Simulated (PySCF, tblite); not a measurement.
# C₇H₉F₃N₂: geometry, infrared bands and NMR shifts

What infrared bands and NMR shifts should C₇H₉F₃N₂ (`Cc1cnn(CC(F)(F)F)c1C`) show?

Computed with tblite 0.8.0 and PySCF 2.14.0, with density-fitted response routines of our own, on a single molecule in the gas phase. Atoms count from 0, in the outputs and in this text.

### 1 Starting geometry

21 atoms, charge 0, multiplicity 1; geometry from: force field or distance geometry start.

Bonds of the start (Å): C0–C1 1.50, C1–C2 1.41, C2–N3 1.35, N3–N4 1.34, N4–C5 1.45, C5–C6 1.50, C6–F7 1.36, C6–F8 1.35, C6–F9 1.36, N4–C10 1.37, C10–C11 1.49, C10–C1 1.38, C0–H12 1.09, C0–H13 1.09, C0–H14 1.10, C2–H15 1.07, C5–H16 1.10, C5–H17 1.09, C11–H18 1.10, C11–H19 1.09, C11–H20 1.10.

### 2 Relaxing the molecule with GFN2-xTB

The job: settings as JSON, then the geometry in Å.

```
{"job": {"kind": "relax", "xc": "GFN2-xTB", "basis": "xTB"}, "charge": 0, "multiplicity": 1}
C      2.919300    -0.456000     0.558500
C      1.552800    -0.585900    -0.038200
C      1.071700    -1.674800    -0.784500
N     -0.196800    -1.477500    -1.191400
N     -0.534200    -0.298500    -0.642600
C     -1.856800     0.227800    -0.923300
C     -2.841700    -0.165900     0.134300
F     -2.486200     0.294600     1.365500
F     -3.023900    -1.504100     0.228600
F     -4.057000     0.378700    -0.141200
C      0.497200     0.301100     0.028800
C      0.397500     1.636600     0.672900
H      3.414200     0.427000     0.160200
H      3.531900    -1.332400     0.342000
H      2.843800    -0.333600     1.648600
H      1.569000    -2.581800    -1.061900
H     -1.777200     1.321300    -0.989300
H     -2.169400    -0.146300    -1.902700
H      1.329900     1.904000     1.193500
H      0.215000     2.415100    -0.072800
H     -0.408100     1.667500     1.414500
```

Launch:

```console
> OMP_NUM_THREADS=1 python probes_run.py task.json out
```

The driver reads the jobs from task.json and runs them one after another.

**Question.** This job is followed by: GFN2-xTB harmonic vibrations, gas phase; GIAO PBE0/pcSseg-1 NMR shielding, non-relativistic, gas phase. What will the session give for the following? strongest single infrared mode (GFN2-xTB); zero-point energy (GFN2-xTB); 13C shifts against TMS (PBE0/pcSseg-1); 1H shifts against TMS (PBE0/pcSseg-1, means over atoms taken as alike); 15N shifts against NH3 (PBE0/pcSseg-1); 19F shifts against CFCl3 (PBE0/pcSseg-1, means over atoms taken as alike).

As calculated:

| quantity | value |
| --- | --- |
| strongest single infrared mode (GFN2-xTB) | 1065 cm⁻¹, 304 km/mol |
| zero-point energy (GFN2-xTB) | 97.3 kcal/mol |
| 13C shifts against TMS (PBE0/pcSseg-1) | 144.5, 140.7, 133.1, 120.7, 54.8, 11.3, 10.9 ppm |
| 1H shifts against TMS (PBE0/pcSseg-1, means over atoms taken as alike) | 7.38, 4.57, 2.40, 2.22 ppm |
| 15N shifts against NH3 (PBE0/pcSseg-1) | 347.1, 219.9 ppm |
| 19F shifts against CFCl3 (PBE0/pcSseg-1, means over atoms taken as alike) | -87.8 ppm |

What this shows: The optimisation took 46 steps and gained 0.124 eV; among the close pairs (by a distance rule), C5–C6 changed most, from 1.498 to 1.533 Å. All 57 modes are real, so the xTB geometry is a minimum. The strongest single mode, at 1065 cm⁻¹, moves mainly C6. Unscaled tight-binding wavenumbers are off by several per cent, some by more. Its intensities can rank the bands wrongly. At PBE0/pcSseg-1: The widest tensor belongs to N3: span 440 ppm, with a paramagnetic part of -403 ppm. NICS(1)zz of -28 ppm above the planar ring from C1 marks a diatropic (aromatic) ring current.
